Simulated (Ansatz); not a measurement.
# AlH₅OSSi: how energies converge with the basis set

An exercise on one series of results from a longer session: the logs are not shown, and one member is left open.

Method: one geometry, several basis sets; program: Ansatz 0.2.0, Gaussian basis.

The runs, in order: PBE0-D4/def2-SVP; ωB97M-V/def2-SVP; PBE0-D4/def2-QZVPP; ωB97M-V/def2-QZVPP; the functionals' def2-TZVPP values are taken from earlier runs.

**The geometry**

The geometry comes from an earlier relaxation with PBE0-D4 in a triple-zeta def2 set; it is a stationary point, not always the lowest conformer.

SMILES `O[SiH]([AlH2])S`, 9 atoms, charge 0, spin multiplicity 1.

Atoms are counted from 1 here; the program's logs count them from 0.

Bond lengths: O1–Si2 1.648 Å, O1–H5 0.959 Å, Si2–Al3 2.399 Å, Si2–S4 2.325 Å, Si2–H6 1.485 Å, Al3–H7 1.583 Å, Al3–H8 1.588 Å, S4–H9 1.345 Å. Angles: Si2–O1–H5 116.0°, O1–Si2–Al3 129.3°, O1–Si2–S4 110.0°, O1–Si2–H6 105.2°, Al3–Si2–S4 63.7°, Al3–Si2–H6 125.5°, S4–Si2–H6 99.2°, Si2–Al3–H7 117.6°, Si2–Al3–H8 115.8°, H7–Al3–H8 125.8°, Si2–S4–H9 93.3°.

The first run:

Input file in.yaml:

```yaml
crystal:
  periodic: [false, false, false]
  atoms:
    - {symbol: O, position_ang: [-1.475602, -1.269447, 1.021908]}
    - {symbol: Si, position_ang: [-1.055787, -0.073100, -0.030778]}
    - {symbol: Al, position_ang: [0.910027, 1.301552, -0.062358]}
    - {symbol: S, position_ang: [0.680639, -0.789901, -1.400305]}
    - {symbol: H, position_ang: [-1.019793, -1.266097, 1.865671]}
    - {symbol: H, position_ang: [-2.149394, -0.036333, -1.034929]}
    - {symbol: H, position_ang: [0.913014, 2.556392, -1.026802]}
    - {symbol: H, position_ang: [1.991033, 0.986653, 1.056951]}
    - {symbol: H, position_ang: [1.294261, -1.456218, -0.406558]}
basis:
  gaussian: {orbitals: def2-SVP}
hamiltonian: {xc: pbe0, dispersion: d4}
output: {orbitals: {seedname: orbitals}}
```

On the command line:

```console
ansatz run in.yaml --threads 2 --pin off --events-out ev --progress --plain --max-ram 4352MiB
```

Steps of the session up to this table: PBE0-D4 in def2-SVP; ωB97M-V in def2-SVP; PBE0-D4 in def2-QZVPP; ωB97M-V in def2-QZVPP.

One table of the session follows, with a row left open; its other results are not shown here.

It belongs to the step «Density functionals: the series». 

```
functional       basis  HOMO (eV)
   PBE0-D4    def2-SVP          ?
   PBE0-D4  def2-TZVPP      -6.84
   PBE0-D4  def2-QZVPP      -6.86
   ωB97M-V    def2-SVP      -8.78
   ωB97M-V  def2-TZVPP      -8.81
   ωB97M-V  def2-QZVPP      -8.83
```

Q: Estimate the row for PBE0-D4, def2-SVP from the others.

**Answer.** HOMO (eV): -6.85. In the column «HOMO (eV)» it lies between PBE0-D4, def2-QZVPP (-6.86) and PBE0-D4, def2-TZVPP (-6.84).
